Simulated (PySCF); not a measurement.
# C7H16 (2,3-dimethylpentane): the cost of one run

Programs: PySCF 2.14.0, with routines of our own; each step states its level. All values are computed. Atoms count from 0.

### 1 The starting structure

23 atoms, charge 0, multiplicity 1; geometry from: GFN2-xTB.

### 2 Geometry optimisation at PBE0-D3(BJ)/def2-SVP

What the job is given:

```
{"job": {"xc": "PBE0", "basis": "def2-SVP", "d3": "d3bj", "grid": 2, "kind": "geom"}, "charge": 0, "multiplicity": 1}
C      2.544309    -0.302428    -0.596103
C      1.081829     0.110629    -0.725338
C      0.253459    -0.222559     0.520885
C      0.637569     0.683191     1.691067
C     -1.268254    -0.163522     0.264332
C     -1.749573    -1.366494    -0.546485
C     -1.718668     1.129651    -0.412485
H      3.044741     0.255297     0.191094
H      3.072099    -0.113342    -1.528563
H      2.622628    -1.363580    -0.368800
H      0.656834    -0.408031    -1.586324
H      1.031159     1.183028    -0.920958
H      0.485178    -1.254718     0.811480
H      0.482257     1.730247     1.441089
H      1.683165     0.548471     1.954329
H      0.038543     0.445803     2.567834
H     -1.755686    -0.215832     1.245562
H     -1.465613    -2.297217    -0.059864
H     -1.326858    -1.358918    -1.548397
H     -2.833465    -1.346652    -0.639239
H     -2.805526     1.177338    -0.431506
H     -1.353544     2.000697     0.124519
H     -1.361335     1.175927    -1.438052
```

The run is started by

```console
$ OMP_NUM_THREADS=1 python excited_run.py task.json out
```

This one command runs all jobs of the session in turn.

**Question.** How long does this first job take on 1 thread of Arm Neoverse V1, shared host, and how much memory does it need?

About 70 s, with a peak of 0.82 GiB.
